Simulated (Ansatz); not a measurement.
# AlClFH3S: two geometries relaxed

Aim: relax the geometries before and after the reaction (ligand exchange), and see whether they are two minima and how far apart in energy. Meant to form: Al1–S5, H7–Cl2; to break: Al1–Cl2, H7–S5. The start is a guess near the saddle point, from which both ends are pulled out.

All numbers below are computed with Ansatz 0.2.0 (RKS PBE-D4/def2-SVP).

## 1. The starting structure

Bond lengths: Al1–Cl2 2.580 Å, Al1–H3 1.560 Å, Al1–F4 1.690 Å, Al1–S5 2.560 Å, S5–H6 1.400 Å, Cl2–H7 1.547 Å, S5–H7 1.592 Å. Angles: Al1–Cl2–H7 70.8°, Cl2–Al1–H3 120.0°, Cl2–Al1–F4 120.0°, Cl2–Al1–S5 71.6°, H3–Al1–F4 120.0°, H3–Al1–S5 97.0°, F4–Al1–S5 101.2°, Al1–S5–H6 109.5°, Al1–S5–H7 70.9°, H6–S5–H7 145.2°, Cl2–H7–S5 146.7°.

Coordinates:

```xyz
7

Al    0.0000    0.0000    0.0000
Cl    0.0000    0.0000    2.5800
H     1.3510    0.0000   -0.7800
F    -1.4635    0.0000   -0.8450
S     0.1070   -2.4270    0.8072
H    -0.6505   -3.2374   -0.0469
H     0.0643   -1.4595    2.0709
```

## 2. Pulling towards end A

Springs on the bonds that form and break draw the guess towards this end; the thresholds are loose.

input.yaml

```yaml
crystal:
  periodic: [false, false, false]
  atoms:
    - { symbol: Al, position_ang: [0.0, 0.0, 0.0] }
    - { symbol: Cl, position_ang: [0.0, 0.0, 2.58] }
    - { symbol: H, position_ang: [1.351, 0.0, -0.78] }
    - { symbol: F, position_ang: [-1.4635, 0.0, -0.845] }
    - { symbol: S, position_ang: [0.107, -2.427, 0.8072] }
    - { symbol: H, position_ang: [-0.6505, -3.2374, -0.0469] }
    - { symbol: H, position_ang: [0.0643, -1.4595, 2.0709] }
basis:
  gaussian: { orbitals: def2-SVP }
hamiltonian:
  xc: pbe
  dispersion: d4
relax:
  f_tol: 0.15
  max_steps: 25
  restrain:
    - { distance: [0, 4], at: 3.46, k: 30.0 }
    - { distance: [6, 1], at: 2.57, k: 30.0 }
    - { distance: [0, 1], at: 2.23, k: 30.0 }
    - { distance: [6, 4], at: 1.4, k: 30.0 }
```

Started as:

```sh
> ansatz run input.yaml --threads 2 --pin off --max-ram 3072MiB --backend cpu --events-out ev --progress --plain --runs-dir out
```

Standard output, shortened:

```text
Warning: RAYON_NUM_THREADS=2 ignored (pool sized by the plan → 2); use --threads N
[...]
Functional definition: PBE
[...]
915 factors; their error is unknown
[...]
mean field -32695.05056990 eV, -1201.5209469425 hartree, gradient 5.9e-5 eV, S^2 0.000000; 0 other end points of the search recorded, 0 dependent functions left out
[...]
reference -32695.05060796 eV, -1201.5209483412 hartree; 29, 29 occupied and 54, 54 virtual orbitals, 915 factors
relax step   1: F+E_penalty+E_count = -32695.21461348 eV  Δ(F+E_penalty+E_count) = +0.000e0 eV  max|allowed force component| = 2.566e0 eV/Å  E_restraint = 30.23788817 eV  max|allowed force component, restraints' pulls added| = 3.266e1 eV/Å  Δτ_max = 0.0000 Å  (25 SCF iters, accepted)
[...]
relax step   7: F+E_penalty+E_count = -32696.68241788 eV  Δ(F+E_penalty+E_count) = -4.099e-2 eV  max|allowed force component| = 9.493e-1 eV/Å  E_restraint = 0.01886825 eV  max|allowed force component, restraints' pulls added| = 4.368e-1 eV/Å  Δτ_max = 0.2000 Å  (27 SCF iters, accepted)
[...]
relax step   8: F+E_penalty+E_count = -32696.70400994 eV  Δ(F+E_penalty+E_count) = -2.159e-2 eV  max|allowed force component| = 1.082e0 eV/Å  E_restraint = 0.02039044 eV  max|allowed force component, restraints' pulls added| = 1.356e-1 eV/Å  Δτ_max = 0.1892 Å  (27 SCF iters, accepted)
  distance Al 0 - S 4 = 3.4447 Å
  distance H 6 - Cl 1 = 2.5743 Å
  distance Al 0 - Cl 1 = 2.1988 Å
  distance H 6 - S 4 = 1.3885 Å
915 factors; their error is unknown
mean field -32696.55609295 eV, -1201.5762738942 hartree, gradient 1.1e-5 eV, S^2 0.000000; 1 other end points of the search recorded, 0 dependent functions left out
[...]
reference -32696.55613187 eV, -1201.5762753243 hartree; 29, 29 occupied and 54, 54 virtual orbitals, 915 factors
Total energy: -32696.70404885 eV, -1201.5817111734 hartree
Atom 0 at     0.083969     0.253507    -0.023908 Å, force     0.092088    -0.366267     1.082391 eV/Å
Atom 1 at    -0.091351     0.345049     2.165999 Å, force     0.035584     0.082695    -0.889307 eV/Å
Atom 2 at     1.427947     0.633824    -0.759845 Å, force    -0.045667    -0.021115    -0.000916 eV/Å
Atom 3 at    -1.353197     0.038156    -0.851841 Å, force    -0.055126    -0.019768    -0.036854 eV/Å
Atom 4 at     0.316388    -3.065826     0.866999 Å, force    -0.149931     0.668175     0.152968 eV/Å
Atom 5 at    -0.987772    -3.113027     0.467066 Å, force     0.033318     0.003752     0.050737 eV/Å
Atom 6 at     0.012317    -2.215583     1.921730 Å, force     0.089734    -0.347472    -0.359019 eV/Å
Dipole moment:     0.037920    -0.142831    -0.029798 e Å
```

Run time: 11 s. Hardware: 2 threads of Arm Neoverse V2, shared host; peak memory 0.14 GiB.

The steps of the relaxation:

| step | energy from step 1 (eV) | largest force component (eV/Å) |
| --- | --- | --- |
| 1 | 0.0000 | 2.5658 |
| 2 | 0.2481 | 2.4942 |
| 3 | -0.0756 | 2.6730 |
| 4 | -0.8044 | 1.5801 |
| 5 | -1.3271 | 1.1659 |
| 6 | -1.4268 | 0.9821 |
| 7 | -1.4678 | 0.9493 |
| 8 | -1.4894 | 1.0824 |

Step 1 is the start. Energies and forces in the table leave out the springs, which the log lists apart; the run stops on the force with the springs' pull added.

After: Bond lengths: Al1–Cl2 2.199 Å, Al1–H3 1.579 Å, Al1–F4 1.673 Å, S5–H6 1.365 Å, S5–H7 1.388 Å. Angles: Cl2–Al1–H3 121.5°, Cl2–Al1–F4 115.5°, H3–Al1–F4 122.1°, H6–S5–H7 92.0°.

Pairs that crossed the distance rule for bonds on the way: moved apart Al1–S5, Cl2–H7.

## 3. End point A

It starts where the restrained run ended.

input.yaml

```yaml
crystal:
  periodic: [false, false, false]
  atoms:
    - { symbol: Al, position_ang: [0.083969, 0.253507, -0.023908] }
    - { symbol: Cl, position_ang: [-0.091351, 0.345049, 2.165999] }
    - { symbol: H, position_ang: [1.427947, 0.633824, -0.759845] }
    - { symbol: F, position_ang: [-1.353197, 0.038156, -0.851841] }
    - { symbol: S, position_ang: [0.316388, -3.065826, 0.866999] }
    - { symbol: H, position_ang: [-0.987772, -3.113027, 0.467066] }
    - { symbol: H, position_ang: [0.012317, -2.215583, 1.92173] }
basis:
  gaussian: { orbitals: def2-SVP }
hamiltonian:
  xc: pbe
  dispersion: d4
relax:
  f_tol: 0.03
  max_steps: 50
```

Started as:

```sh
> ansatz run input.yaml --threads 2 --pin off --max-ram 3072MiB --backend cpu --events-out ev --progress --plain --runs-dir out
```

Standard output, shortened:

```text
Warning: RAYON_NUM_THREADS=2 ignored (pool sized by the plan → 2); use --threads N
[...]
[... 1 set-up line as earlier in the session ...]
[...]
915 factors; their error is unknown
[...]
mean field -32696.55608166 eV, -1201.5762734792 hartree, gradient 1.3e-5 eV, S^2 0.000000; 0 other end points of the search recorded, 0 dependent functions left out
[...]
reference -32696.55612060 eV, -1201.5762749103 hartree; 29, 29 occupied and 54, 54 virtual orbitals, 915 factors
relax step   1: F+E_penalty+E_count = -32696.70399866 eV  Δ(F+E_penalty+E_count) = +0.000e0 eV  max|allowed force component| = 1.082e0 eV/Å  Δτ_max = 0.0000 Å  (25 SCF iters, accepted)
[...]
relax step   4: F+E_penalty+E_count = -32697.08492750 eV  Δ(F+E_penalty+E_count) = -7.189e-2 eV  max|allowed force component| = 4.545e-1 eV/Å  Δτ_max = 0.1949 Å  (27 SCF iters, accepted)
[...]
mean field -32696.97231062 eV, -1201.5915696116 hartree, gradient 8.0e-6 eV, S^2 0.000000; 1 other end points of the search recorded, 0 dependent functions left out
[...]
reference -32696.97234826 eV, -1201.5915709945 hartree; 29, 29 occupied and 54, 54 virtual orbitals, 915 factors
Total energy: -32697.13632400 eV, -1201.5975969918 hartree
Atom 0 at     0.098553    -0.063842     0.152983 Å, force    -0.003322     0.001186     0.001928 eV/Å
Atom 1 at    -0.077949     0.598167     2.179383 Å, force     0.000821    -0.000962    -0.000900 eV/Å
Atom 2 at     1.362116     0.328518    -0.716656 Å, force     0.001730    -0.000451    -0.000870 eV/Å
Atom 3 at    -1.380523    -0.334191    -0.625764 Å, force     0.000098     0.000130    -0.000140 eV/Å
Atom 4 at     0.374912    -2.576656     0.674087 Å, force     0.016590    -0.001112    -0.007064 eV/Å
Atom 5 at    -0.889016    -2.731718     0.182011 Å, force    -0.009015    -0.000510    -0.000090 eV/Å
Atom 6 at    -0.079793    -2.344179     1.940155 Å, force    -0.006902     0.001719     0.007136 eV/Å
Dipole moment:     0.069980    -0.764519     0.113401 e Å
```

Wall time 18 s (2 threads of Arm Neoverse V2, shared host); peak memory 0.15 GiB.

Step by step:

| step | energy from step 1 (eV) | largest force component (eV/Å) |
| --- | --- | --- |
| 1 | 0.0000 | 1.0824 |
| 2 | -0.1750 | 0.5690 |
| 3 | -0.3090 | 0.7182 |
| 4 | -0.3809 | 0.4545 |
| 5 | -0.4159 | 0.3359 |
| 6x | -0.4077 | 0.3465 |
| 7 | -0.4278 | 0.1737 |
| 8 | -0.4298 | 0.0550 |
| 9 | -0.4313 | 0.0721 |
| 10 | -0.4317 | 0.0819 |
| 11 | -0.4320 | 0.0575 |
| 12 | -0.4322 | 0.0337 |
| 13x | -0.4322 | 0.0251 |
| 14 | -0.4323 | 0.0166 |

Step 1 is the start. 2 steps were tried and not accepted (6, 13; marked x where the table lists them).

After: Bond lengths: Al1–Cl2 2.139 Å, Al1–H3 1.583 Å, Al1–F4 1.693 Å, Al1–S5 2.581 Å, S5–H6 1.365 Å, S5–H7 1.365 Å. Angles: Cl2–Al1–H3 120.6°, Cl2–Al1–F4 114.4°, Cl2–Al1–S5 96.8°, H3–Al1–F4 119.0°, H3–Al1–S5 105.5°, F4–Al1–S5 91.8°, Al1–S5–H6 86.5°, Al1–S5–H7 89.2°, H6–S5–H7 92.6°.

Pairs that crossed the distance rule for bonds on the way: came closer Al1–S5.

(Part 1 of 2 ends here.)
